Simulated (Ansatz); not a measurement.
# GeH2+ (doublet): the correlation ladder at distance Ge1–H2 = 1.363 Å, aug-cc-pVDZ

How much of the correlation energy of GeH2+ (doublet) does each wave-function method recover here?

Method: aug-cc-pVDZ, core rule «outside noble gas», up to 14 orbitals frozen; program: Ansatz 0.2.0, Gaussian basis.

To be run: UHF; CCSD(T) on ROHF; CCSD(T) on UHF; BCCD(T) on ROHF; CISD; CCSDT(Q) on ROHF; CCSDT(Q) on UHF; CASSCF and MRCISD+Q, 3 electrons in 3 orbitals; CASSCF and NEVPT2, 3 electrons in 3 orbitals; CASSCF and MRCISD+Q, 5 electrons in 6 orbitals; CASSCF and NEVPT2, 5 electrons in 6 orbitals; Full CI.

20 further runs of the same task are left out: 2 for a known fault of the program, 15 that didn't finish, 3 set aside as unsound or not needed.

## 1. What is computed

The geometry derives from a PBE0/def2-TZVP stationary point (not a proven minimum). One bond is set to the value named and the two fragments are kept rigid. No spin-orbit coupling is included. The filled d shell of Ge may be among the frozen orbitals whatever the setting's name suggests; the logs give the count.

3 atoms, charge 1, spin multiplicity 2.

Atoms are counted from 1 here; the program's logs count them from 0.

Bond lengths: Ge1–H2 1.363 Å, Ge1–H3 1.552 Å. Angles: H2–Ge1–H3 120.9°.

## 2. UHF

File in.yaml:

```yaml
crystal:
  periodic: [false, false, false]
  atoms:
    - {symbol: Ge, position_ang: [0.000000, -0.019404, -0.002215]}
    - {symbol: H, position_ang: [0.000000, 0.652704, -1.187981]}
    - {symbol: H, position_ang: [0.000000, 0.745716, 1.347647]}
basis:
  gaussian: {orbitals: aug-cc-pVDZ}
total_charge: 1
magnetization: {spin_polarized: true, initial_magnetization: 1}
hamiltonian: {xc: hf}
output: {orbitals: {seedname: orbitals}}
```

Started as:

```console
> ansatz run in.yaml --threads 1 --pin off --events-out ev --progress --plain --max-ram 2393MiB
```

The runs that follow: CCSD(T) on ROHF; CCSD(T) on UHF; BCCD(T) on ROHF; CISD; CCSDT(Q) on ROHF; CCSDT(Q) on UHF; CASSCF and MRCISD+Q, 3 electrons in 3 orbitals; CASSCF and NEVPT2, 3 electrons in 3 orbitals; CASSCF and MRCISD+Q, 5 electrons in 6 orbitals; CASSCF and NEVPT2, 5 electrons in 6 orbitals; Full CI.

**Question.** What will the summary of the whole plan be? Wanted: FCI below the RHF energy; RMP2 from FCI; UMP2 from FCI; RCCSD from FCI; RCCSD(T) from FCI; UCCSD(T) from FCI; RCCSDT(Q) from FCI; UCCSDT(Q) from FCI; NEVPT2 pair from FCI.

As calculated:

| quantity | value |
| --- | --- |
| FCI below the RHF energy | -2.2595 eV |
| RMP2 from FCI | +13.44 kcal/mol |
| UMP2 from FCI | +13.20 kcal/mol |
| RCCSD from FCI | +1.09 kcal/mol |
| RCCSD(T) from FCI | +0.28 kcal/mol |
| UCCSD(T) from FCI | +0.16 kcal/mol |
| RCCSDT(Q) from FCI | -0.01 kcal/mol |
| UCCSDT(Q) from FCI | -0.13 kcal/mol |
| NEVPT2 pair from FCI | +12.62 kcal/mol |
| MRCISD+Q pair from FCI | -0.31 kcal/mol |
| NEVPT2 valence from FCI | +9.18 kcal/mol |
| levels within 1 kcal/mol (43 meV) | UCCSD, RCCSD(T), UCCSD(T), BCCD(T), RCCSDT, UCCSDT, RCCSDT(Q), UCCSDT(Q), MRCISD+Q pair, MRCISD valence, MRCISD+Q valence |
| T1 diagnostic | 0.019 |
| effectively unpaired electrons | 1.02 |

In words: RCCSD(T) misses by +0.28 kcal/mol, 0.5 % of the correlation energy. UCCSDT, UCCSDT(Q), MRCISD+Q pair, MRCISD+Q valence fall below full CI: unrestricted runs freeze a spin-polarised core, another one than full CI's, and coupled cluster isn't variational. One determinant dominates. Of the multireference levels listed MRCISD+Q valence comes nearest in total energy (-0.06 kcal/mol), which doesn't show that its space is the better one. These misses are within one basis, not against nature; the frozen cores of restricted and unrestricted runs differ, which can shift their rows.
